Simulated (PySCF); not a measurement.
# H18LaN6 (La(NH3)63+): the cost of one run

The runs use PySCF 2.14.0; PBE0, La lcecp-1-SVP with ECP46, N def2-SVP, H def2-SVP; scalar-relativistic core potentials, no spin–orbit coupling.

2 further runs of the same task are left out: 2 for a known fault of the program.

### Step 1. The system as given

25 atoms, charge 3, spin multiplicity 1.

Bond lengths: La1–N2 2.702 Å, La1–N6 2.702 Å, La1–N10 2.702 Å, La1–N14 2.702 Å, La1–N18 2.702 Å, La1–N22 2.702 Å, N2–H3 1.029 Å, N2–H4 1.029 Å, N2–H5 1.029 Å, N6–H7 1.029 Å, N6–H8 1.029 Å, N6–H9 1.029 Å, N10–H11 1.029 Å, N10–H12 1.029 Å, N10–H13 1.029 Å, N14–H15 1.029 Å, N14–H16 1.029 Å, N14–H17 1.029 Å and more. Angles: N2–La1–N6 180.0°, N2–La1–N10 89.8°, N2–La1–N14 89.7°, N2–La1–N18 90.2°, N2–La1–N22 90.3°, N6–La1–N10 90.2°, N6–La1–N14 90.3°, N6–La1–N18 89.8°, N6–La1–N22 89.7°, N10–La1–N14 90.0°, N10–La1–N18 180.0°, N10–La1–N22 90.0°, N14–La1–N18 90.0°, N14–La1–N22 180.0°, N18–La1–N22 90.0°, La1–N2–H3 115.5°, La1–N2–H4 115.5°, La1–N2–H5 115.5° and more.

Geometry (Å):

```xyz
25

La    0.0000    0.0000    0.0000
N     0.0052    0.0077    2.7023
H     0.8106    0.4733    3.1418
H    -0.7980    0.4730    3.1461
H     0.0067   -0.9198    3.1476
N    -0.0052   -0.0077   -2.7023
H     0.7980   -0.4730   -3.1461
H    -0.8106   -0.4733   -3.1418
H    -0.0067    0.9198   -3.1476
N     2.7018   -0.0012    0.0020
H     3.1437   -0.4644    0.8075
H     3.1474   -0.4644   -0.8014
H     3.1423    0.9287    0.0020
N     0.0011    2.7018    0.0066
H     0.4509    3.1415    0.8209
H     0.4778    3.1495   -0.7878
H    -0.9287    3.1423   -0.0064
N    -2.7018    0.0012   -0.0020
H    -3.1474    0.4644    0.8014
H    -3.1437    0.4644   -0.8075
H    -3.1423   -0.9287   -0.0020
N    -0.0011   -2.7018   -0.0066
H    -0.4778   -3.1495    0.7878
H    -0.4509   -3.1415   -0.8209
H     0.9287   -3.1423    0.0064
```

Formal oxidation states: La +3. The 4f shell is empty and lies in the core potential. An earlier session relaxed this geometry at PBE0, La lcecp-1-SVP with ECP46, N def2-SVP, H def2-SVP (singlet, point group Ci).

Its energy there is -369.543691 Eh.

### Step 2. Multiplicity 3 at the relaxed geometry

The input, run.py (the lines that set the calculation):

```python
mol = gto.M(atom='''
La     0.00000     0.00000     0.00000
N      0.00522     0.00767     2.70228
H      0.81060     0.47334     3.14185
H     -0.79799     0.47298     3.14609
H      0.00669    -0.91985     3.14764
N     -0.00522    -0.00767    -2.70228
H      0.79799    -0.47298    -3.14609
H     -0.81060    -0.47334    -3.14185
H     -0.00669     0.91985    -3.14764
N      2.70180    -0.00117     0.00199
H      3.14372    -0.46442     0.80754
H      3.14739    -0.46445    -0.80138
H      3.14235     0.92870     0.00203
N      0.00114     2.70178     0.00662
H      0.45090     3.14154     0.82094
H      0.47777     3.14946    -0.78780
H     -0.92867     3.14231    -0.00642
N     -2.70180     0.00117    -0.00199
H     -3.14739     0.46445     0.80138
H     -3.14372     0.46442    -0.80754
H     -3.14235    -0.92870    -0.00203
N     -0.00114    -2.70178    -0.00662
H     -0.47777    -3.14946     0.78780
H     -0.45090    -3.14154    -0.82094
H      0.92867    -3.14231     0.00642''',
    basis={'La': 'lcecp-1-SVP', 'N': 'def2-SVP', 'H': 'def2-SVP'},
    ecp={'La': 'lcecp-1-SVP'},
    charge=3, spin=2)
mf = dft.UKS(mol, xc='PBE0')
mf.grids.atom_grid = (50, 194)  # f atoms: unpruned, at least (60, 302)
mf = mf.density_fit()  # fitting sets: La AutoAux, N def2-universal-JKFIT, H def2-universal-JKFIT
mf.conv_tol = 1e-08; mf.max_cycle = 55
mf.kernel(dm0)  # dm0: free metal ions and neutral atoms
```

Started as:

```bash
$ OMP_NUM_THREADS=4 python run.py
```

**Question.** How long does this run take on 4 threads of Arm Neoverse V1, shared host?

About 55 s.
